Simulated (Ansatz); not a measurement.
**CdH₅NOSi: geometry and vibrations**

The task is to find a stationary geometry of CdH₅NOSi, check the end point by its vibrations and derive ideal-gas thermochemistry, and look at its orbitals and charge.

The runs use Ansatz 0.2.0, Gaussian basis; RKS PBE0-D4/def2-TZVP.

Plan: relaxation at PBE0-D4/def2-TZVP; harmonic vibrations at the same level; a single point in def2-TZVPP for the fields.

## (1) Starting geometry

9 atoms, charge 0, spin multiplicity 1.

Atoms are counted from 1 here; the program's logs count them from 0.

Bond lengths: N1–Cd2 2.022 Å, N1–H5 1.019 Å, N1–H6 1.024 Å, Cd2–O3 1.977 Å, O3–Si4 1.599 Å, Si4–H7 1.484 Å, Si4–H8 1.464 Å, Si4–H9 1.491 Å. Angles: Cd2–N1–H5 112.9°, Cd2–N1–H6 101.7°, H5–N1–H6 106.2°, N1–Cd2–O3 120.2°, Cd2–O3–Si4 120.4°, O3–Si4–H7 111.1°, O3–Si4–H8 105.8°, O3–Si4–H9 110.5°, H7–Si4–H8 110.6°, H7–Si4–H9 107.9°, H8–Si4–H9 111.0°.

Coordinates:

```
N    -0.65798    2.13740   -0.94784
Cd    0.68493    1.42544    0.38610
O     1.21778   -0.47798    0.34079
Si    0.16908   -1.62033    0.73008
H    -0.36563    3.01455   -1.37518
H    -0.61170    1.42962   -1.68620
H    -0.93561   -1.69120   -0.25825
H     0.92919   -2.87172    0.74323
H    -0.43006   -1.34577    2.06726
```

The start is a GFN2-xTB geometry. Cd takes the def2 core potential; no spin-orbit term is included.

## (2) Optimising with PBE0-D4/def2-TZVP

File in.yaml:

```yaml
crystal:
  periodic: [false, false, false]
  atoms:
    - {symbol: N, position_ang: [-0.657980, 2.137400, -0.947840]}
    - {symbol: Cd, position_ang: [0.684930, 1.425440, 0.386100]}
    - {symbol: O, position_ang: [1.217780, -0.477980, 0.340790]}
    - {symbol: Si, position_ang: [0.169080, -1.620330, 0.730080]}
    - {symbol: H, position_ang: [-0.365630, 3.014550, -1.375180]}
    - {symbol: H, position_ang: [-0.611700, 1.429620, -1.686200]}
    - {symbol: H, position_ang: [-0.935610, -1.691200, -0.258250]}
    - {symbol: H, position_ang: [0.929190, -2.871720, 0.743230]}
    - {symbol: H, position_ang: [-0.430060, -1.345770, 2.067260]}
basis:
  gaussian: {orbitals: def2-TZVP}
hamiltonian: {xc: pbe0, dispersion: d4}
relax: {f_tol: 0.005, max_steps: 150}
```

Launch:

```
> ansatz run in.yaml --threads 4 --pin off --events-out ev --progress --plain --max-ram 10444MiB
```

After this run come: Harmonic vibrations; Orbitals, density and potential.

Before running them: what should the planned runs give, taken together? Wanted: point group; shift from the start; total energy; dispersion term; dipole moment; lowest, highest wavenumber; zero-point energy; HOMO, LUMO.

As calculated:

```
                  quantity            value
               point group               Cs
                     steps               32
shift from the start (rms)          0.850 Å
              total energy   -16056.6676 eV
           dispersion term         -142 meV
             dipole moment           2.78 D
lowest, highest wavenumber    34, 3612 cm⁻¹
         zero-point energy    33.7 kcal/mol
       entropy at 298.15 K  379.9 J/(mol K)
                HOMO, LUMO  -7.41, -1.28 eV
```

**Reading.** The atoms moved 0.85 Å (rms) from the start; the bond that changed most is Si4–H8, from 1.464 to 1.489 Å. All wavenumbers are real, so the end point is a minimum. The stiffest mode, 3612 cm⁻¹, is an N–H stretch, and 5 modes under 200 cm⁻¹ make the vibrational entropy uncertain. Harmonic hybrid wavenumbers usually lie a few per cent above measured fundamentals. The largest Mulliken charge, +0.85 e, sits on Cd2. The HOMO lies mostly on N1 67 %; H5, H6 about 11 % each and the LUMO on Cd2 43 %; O3 15 %.
